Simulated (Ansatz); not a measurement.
## Ta3AsAu2O13 under changes of volume

One of the cells (12.978 Å³/atom); the others are scaled copies at fixed shape and fractional positions:

```
Ta As Au O
1.0
     5.45204    0.00000    0.00000
    -2.72602    4.72161    0.00000
     0.00000    0.00000    9.57902
Ta As Au O
3 1 2 13
Cartesian
  0.0000 0.0000 1.8591
  0.0000 0.0000 7.7199
  2.7260 1.5739 0.0000
  0.0000 0.0000 4.7895
  0.0000 3.1478 2.6273
  0.0000 3.1478 6.9517
  0.0000 0.0000 0.0000
  -1.3422 4.5861 3.4870
  -0.5745 1.2662 3.4870
  1.9167 3.5909 3.4870
  -1.3422 4.5861 6.0921
  -0.5745 1.2662 6.0921
  1.9167 3.5909 6.0921
  1.1852 1.5782 8.2230
  3.4927 0.2373 8.2230
  3.5002 2.9061 8.2230
  1.1852 1.5782 1.3560
  3.4927 0.2373 1.3560
  3.5002 2.9061 1.3560
```

The cell was built by a generator and needn't be a form met in nature.

```yaml
Program: Ansatz 0.2.0
Functional: PBE
Potentials_or_basis: all-electron LAPW, scalar-relativistic
Cutoff: 483 eV (chosen from the basis error)
Basis_error_allowed: 0.003 eV/atom
k_mesh: 4 × 4 × 2
Occupations: fermi-dirac, width 0.05 eV
Spin: no spin polarisation
```

```tsv
volume (Å³/atom)	energy over the lowest point (meV/atom)	pressure (GPa)	largest force (eV/Å)
12.200	?	?	?
12.459	12.64	8.2	0.593
12.719	2.96	3.9	0.374
12.978	0.00	-0.1	0.206
13.238	3.04	-3.6	0.206
13.497	11.46	-6.7	0.363
13.757	24.68	-9.5	0.510
```

Q: What does the run at 12.200 Å³/atom give?

A: Energy over the lowest point 29.82 meV/atom; pressure 13.1 GPa; largest force 0.842 eV/Å.

Worked out: A Birch-Murnaghan fit of order 3 (a polynomial in V^(-2/3)) to the other rows has its minimum at 12.97 Å³/atom with B0 = V·E''(V) = 186 GPa and B' = 4.6 at fixed shape and positions, which overstates the stiffness. It gives 29.79 meV/atom at 12.200 Å³/atom, against the run's 29.82, and -dE/dV = 13.1 GPa, against 13.1.

Energies are extrapolated to zero smearing.

Caveats: the k mesh is thin for a metal, which can move the energy by tens of meV per atom.
